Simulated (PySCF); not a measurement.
# From one method to the next for AlSe

What do other methods print for AlSe?

Method: method and basis as typed in the scripts; program: PySCF 2.14.0.

2 further runs of the same task are left out: 2 that didn't finish.

**1. The system as given**

AlSe: 2 atoms, charge 0, spin multiplicity 2.

Bond lengths: Al1–Se2 2.656 Å.

**2. The run that the others are compared with**

input.py

```python
from pyscf import gto, dft

mol = gto.M(
    atom='Al 0 0 0; Se 0 0 2.656',
    basis='pcseg-1',
    charge=0,
    spin=1,
    verbose=4,
)
mf = dft.UKS(mol, xc='revpbe')
mf.kernel()
mf.stability(internal=True, external=True)
mf.dip_moment()
print('orbital energies (hartree):', [e[max(0, n-3):n+3].round(4) for e, n in zip(mf.mo_energy, mol.nelec)])
```

Command:

```bash
> OMP_NUM_THREADS=1 python input.py
```

**3. TDA**

Run 1 changes step after the SCF: stability → tda; number of roots: none → 6.

Changes to input.py since step 2:

```diff
@@ -1,2 +1,2 @@
-from pyscf import gto, dft
+from pyscf import gto, dft, tdscf
 
@@ -11,3 +11,6 @@
 mf.kernel()
-mf.stability(internal=True, external=True)
+td = tdscf.TDA(mf)
+td.nstates = 6
+td.kernel()
+td.analyze()
 mf.dip_moment()
```

**4. MP2 (UHF)**

Run 2 changes step after the SCF: stability → mp2; SCF type: UKS → UHF; functional: revpbe → none (Hartree–Fock); frozen orbitals: none → 14.

Changes to input.py since step 2:

```diff
@@ -1,2 +1,2 @@
-from pyscf import gto, dft
+from pyscf import gto, scf, mp
 
@@ -9,5 +9,5 @@
 )
-mf = dft.UKS(mol, xc='revpbe')
+mf = scf.UHF(mol)
 mf.kernel()
-mf.stability(internal=True, external=True)
+mp.MP2(mf, frozen=14).kernel()
 mf.dip_moment()
```

**5. CASCI (ROHF)**

Run 3 changes step after the SCF: stability → casci; SCF type: UKS → ROHF; functional: revpbe → none (Hartree–Fock); active space: none → 1 electrons in 2 orbitals.

input.py

```python
from pyscf import gto, scf, mcscf

mol = gto.M(
    atom='Al 0 0 0; Se 0 0 2.656',
    basis='pcseg-1',
    charge=0,
    spin=1,
    verbose=4,
)
mf = scf.ROHF(mol)
mf.kernel()
mc = mcscf.CASCI(mf, 2, 1)
mc.kernel()
mc.analyze()
mf.dip_moment()
print('orbital energies (hartree):', mf.mo_energy[..., max(0, mol.nelec[1]-3):mol.nelec[0]+3].round(4))
```

**6. Scan**

Run 4 changes functional: revpbe → scan.

Changes to input.py since step 2:

```diff
@@ -9,3 +9,3 @@
 )
-mf = dft.UKS(mol, xc='revpbe')
+mf = dft.UKS(mol, xc='scan')
 mf.kernel()
```

Before running it: what results should come out? Wanted: for each run, E(SCF); from base; gap, α spin; SCF dipole; after the SCF.

The runs gave:

```
         run  E(SCF) (hartree)  from base (eV)  cycles  gap, α spin (eV)  SCF dipole (D)                           after the SCF
        base      -2643.439298               0      12              2.87            2.07            unstable: UHF/UKS -> GHF/GKS
         TDA      -2643.439298          0.0000      12              2.87            2.07               lowest root found 0.13 eV
   MP2 (UHF)      -2641.412735  not comparable      13              8.78            5.36  MP2 correlation -3.858 eV, core frozen
CASCI (ROHF)      -2641.405425  not comparable      11               n/a            5.13                                     n/a
        scan      -2643.882037  not comparable      18              3.15            2.29            unstable: UHF/UKS -> GHF/GKS
```

In words: A lower total energy from another functional means nothing by itself.
